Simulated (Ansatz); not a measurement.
**TaGa3: a single-point run**

Aim: a sound single-point run of TaGa3. The structure is shown as the input types it.

Computed with Ansatz 0.2.0 (DFT, PBEsol, PAW with Ansatz's default frozen-core files, scalar-relativistic (as first typed), unless a step's input says otherwise).

## (1) The starting structure

The structure is tetragonal, space group I4/mmm (No. 139). Conventional cell: a = 3.776 Å, b = 3.776 Å, c = 8.636 Å, α = 90.00°, β = 90.00°, γ = 90.00°. Ta (site symmetry 4/mmm) is surrounded by 12 Ga at 2.67 to 2.87 Å. Ga (site symmetry 4/mmm) is surrounded by 4 Ta at 2.67 Å and 8 Ga at 2.87 Å. Around Ga (site symmetry -4m2) lie 8 Ga at 2.67 to 2.87 Å and 4 Ta at 2.87 Å.

Coordinates:

```
Ta Ga
1.0
    -1.88807    1.88807    4.31801
     1.88807   -1.88807    4.31801
     1.88807    1.88807   -4.31801
Ta Ga
1 3
Direct
  0.00000 0.00000 0.00000
  0.50000 0.50000 0.00000
  0.75000 0.25000 0.50000
  0.25000 0.75000 0.50000
```

## (2) Running it

Input file input.yaml:

```yaml
crystal:
  lattice:
    - [-1.888069225, 1.888069225, 4.3180087166]
    - [1.888069225, -1.888069225, 4.3180087166]
    - [1.888069225, 1.888069225, -4.3180087166]
  atoms:
    - { symbol: Ta, position: [0.0, 0.0, 0.0] }
    - { symbol: Ga, position: [0.5, 0.5, 0.0] }
    - { symbol: Ga, position: [0.75, 0.25, 0.5] }
    - { symbol: Ga, position: [0.25, 0.75, 0.5] }
kpoints:
  mp_grid: { grid: [13, 13, 13] }
scf:
  occupations: { method: fermi_dirac, width: 0.05 }
  max_iter: 50
hamiltonian:
  xc: pbesol
  pseudopotentials: { kind: paw }
output:
  forces: true
  stress: true
  eigenvalues: true
  populations: true
basis:
  ecutrho_ratio: 0
```

The run is started by

```
ansatz run input.yaml --threads 1 --pin off --max-ram 3072MiB --backend cpu --events-out ev --progress --plain --runs-dir out
```

Q: Will this input give a usable result? If not, why, and what should change?

The program refused the input before any cycle. It says: «invalid value for `basis.ecutrho_ratio`: must be in [1, 1024]; got 0»

The suspect setting: basis.ecutrho_ratio is 0. A value lies outside the range that the key allows.

Fix: delete basis.ecutrho_ratio (the default then holds).
